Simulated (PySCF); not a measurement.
# CoOCl: relaxation and vibrations of the singlet

The task is one start of a wider search on CoOCl: the singlet, from a bent start. It is relaxed, tested by its Hessian and followed downhill if it is a saddle.

Program: PySCF 2.14.0. Level of theory: PBE0, basis Co def2-SVP, O def2-SVP, Cl def2-SVP, no relativity, density fitting. These are calculated values, not measurements.

## 1. The system as given

3 atoms, charge 0, spin multiplicity 1.

Bond lengths: Co1–O2 1.600 Å, Co1–Cl3 2.100 Å. Angles: O2–Co1–Cl3 110.0°.

Z-matrix (Å, degrees; charge 0 multiplicity 1):
```
Co
O  1 1.6000
Cl 1 2.1000 2 110.00
```

## 2. Relaxation: bent start, singlet

The steps below are one call of a driver around PySCF. For each, scf.py gives the equivalent set-up of the SCF; relaxations use the driver's own optimiser. Before each start the driver seeks the lowest SCF state from one or more starting densities and follows internal instabilities, so scf.py alone need not reach the same state.

The program finds Cs symmetry in the start, which this walk keeps.

scf.py reads:

```python
from pyscf import gto, scf, dft
mol = gto.M(atom='''
Co    -0.356611     0.000000    -0.516834
O     -1.667211     0.000000     0.400866
Cl     1.363589     0.000000     0.687666''',
    basis={'Co': 'def2-SVP', 'O': 'def2-SVP', 'Cl': 'def2-SVP'},
    charge=0, spin=0)
mf = dft.RKS(mol, xc='PBE0')
mf.grids.atom_grid = (50, 194)
aux = {'Co': 'def2-universal-JKFIT', 'O': 'def2-universal-JKFIT', 'Cl': 'def2-universal-JKFIT'}
mf = mf.density_fit(auxbasis=aux)
mf.kernel()
```

The optimiser's trace:

```tsv
step	energy (Eh)	change (kJ/mol)	largest symmetric gradient (Eh/bohr)
0	-1917.252639	0.00	0.05223
1	-1917.259028	-16.77	0.01270
2	-1917.260761	-21.33	0.00549
3	-1917.262282	-25.32	0.01440
4	-1917.262655	-26.30	0.00629
5	-1917.262702	-26.42	0.00188
6	-1917.262707	-26.44	0.00025
7	-1917.262708	-26.44	0.00007
```

The walk took 4.2 s on 4 threads, shared host.

After 7 steps and 26.4 kJ/mol it ends at Cs: Co–Cl 2.048 Å, Co–O 1.535 Å; Cl–Co–O 136.3°.

## 3. Hessian and properties

The point is checked on the finer grid, and tightened if its gradient asks for it. The Hessian and the dipole derivatives come from central differences of analytic gradients, with steps of 0.01 bohr.

scf.py: that of step 2 with these lines changed.

```diff
@@ -3,3 +3,3 @@
-Co    -0.356611     0.000000    -0.516834
-O     -1.667211     0.000000     0.400866
-Cl     1.363589     0.000000     0.687666''',
+Co    -0.381403     0.000000    -0.339362
+O     -1.834927     0.000000     0.155092
+Cl     1.483864     0.000000     0.505864''',
@@ -9 +9 @@
-mf.grids.atom_grid = (50, 194)
+mf.grids.atom_grid = (75, 302)
```

This SCF starts from the last density.

Log of the central SCF (cycles and frontier levels):

```text
init E= -1917.262723035
  HOMO = -0.289958042798021  LUMO = -0.162866706384302  gap/eV = 3.45833
cycle= 1 E= -1917.26272303339  delta_E= 1.6e-09  |g|= 0.0001  |ddm|= 6.79e-05
  HOMO = -0.289958280824542  LUMO = -0.162873238222625  gap/eV = 3.45816
cycle= 2 E= -1917.26272297891  delta_E= 5.45e-08  |g|= 0.000593  |ddm|= 0.000312
  HOMO = -0.289952336589361  LUMO = -0.162861496424896  gap/eV = 3.45832
cycle= 3 E= -1917.26272303486  delta_E= -5.59e-08  |g|= 3.68e-05  |ddm|= 0.000258
  HOMO = -0.289956239377082  LUMO = -0.162865747954552  gap/eV = 3.45831
cycle= 4 E= -1917.26272303519  delta_E= -3.35e-10  |g|= 2.85e-06  |ddm|= 3.43e-05
  HOMO = -0.289956154301728  LUMO = -0.162865846663949  gap/eV = 3.45830
cycle= 5 E= -1917.26272303525  delta_E= -5.82e-11  |g|= 2.13e-06  |ddm|= 3.71e-05
  HOMO = -0.289956048005861  LUMO = -0.162865718154456  gap/eV = 3.45830
Extra cycle  E= -1917.26272303527  delta_E= -1.64e-11  |g|= 2.05e-06  |ddm|= 1.13e-05
converged SCF energy = -1917.26272303527
```

The whole step took 12 s.

Geometry: Cs; Co–Cl 2.048 Å, Co–O 1.535 Å; Cl–Co–O 136.8°.

Harmonic modes (main isotopes):

| symmetry | ω (cm⁻¹) | IR (km/mol) | μ (u) | type |
| --- | --- | --- | --- | --- |
| a' | 123 | 18.3 | 22.97 | bend |
| a' | 453 | 43.6 | 37.56 | stretch |
| a' | 1071 | 100 | 19.18 | stretch |

No imaginary mode, so this is a minimum.

Properties at this point:

```
Dipole moment                                                   : 1.87 D
Highest occupied level                                          : -7.89 eV
Lowest empty level                                              : -4.43 eV
Rotational constants                                            : 1.774, 0.1154, 0.1084 cm⁻¹
Zero-point energy                                               : 9.9 kJ/mol
Principal polarisabilities                                      : 20.7, 24.4, 53.5 bohr³
Atomisation energy without zero-point energy                    : 545 kJ/mol
Principal traceless quadrupole moments about the centre of mass : -6.40, 3.19, 3.22 D Å
Entropy at 298.15 K and 1 bar                                   : 283.4 J/(mol K)
Heat capacity Cp at 298.15 K                                    : 48.3 J/(mol K)
Enthalpy at 298.15 K above 0 K                                  : 12.49 kJ/mol
Rotational symmetry number                                      : 1
```

Populations by atom (charges in e):

```json
{"atom": "Co1", "Mulliken": "0.64", "Löwdin": "0.25", "polar tensor": "1.08", "Mayer order to Co1": "–"}
{"atom": "O2", "Mulliken": "-0.40", "Löwdin": "-0.18", "polar tensor": "-0.60", "Mayer order to Co1": "2.13"}
{"atom": "Cl3", "Mulliken": "-0.24", "Löwdin": "-0.07", "polar tensor": "-0.49", "Mayer order to Co1": "1.20"}
```

Mulliken populations on Co1: s 6.58, p 12.41, d 7.37, f 0.00.

## 4. Would spin polarisation lower it?

At the lowest minimum the closed shell is tested against spin polarisation, on the (50, 194) grid. It is unstable: an open-shell solution lies lower. That solution was not followed to a minimum here.

## 5. What came out

| quantity | value |
| --- | --- |
| minimum | singlet, Cs (closed shell, unstable towards spin polarisation) |
| geometry | Co–Cl 2.048 Å, Co–O 1.535 Å; Cl–Co–O 136.8° |
| wavenumbers (cm⁻¹) | 123 (a'), 453 (a'), 1071 (a') |
| dipole moment | 1.87 D |
| highest occupied, lowest empty level | -7.89, -4.43 eV |
| polar-tensor charge of Co1 | +1.08 e |
| zero-point energy | 9.9 kJ/mol |

What this shows: The molecule stays Cs, as typed, and the end point is a minimum. In the infrared the band at 1071 cm⁻¹ (a', stretch) leads. Only this shape and spin were tried, so other structures or states may lie lower. A stability analysis at the minimum finds the closed shell unstable towards spin polarisation: an open-shell solution lies lower, and these values are not those of the lowest state.

The search up to here took 21 s.
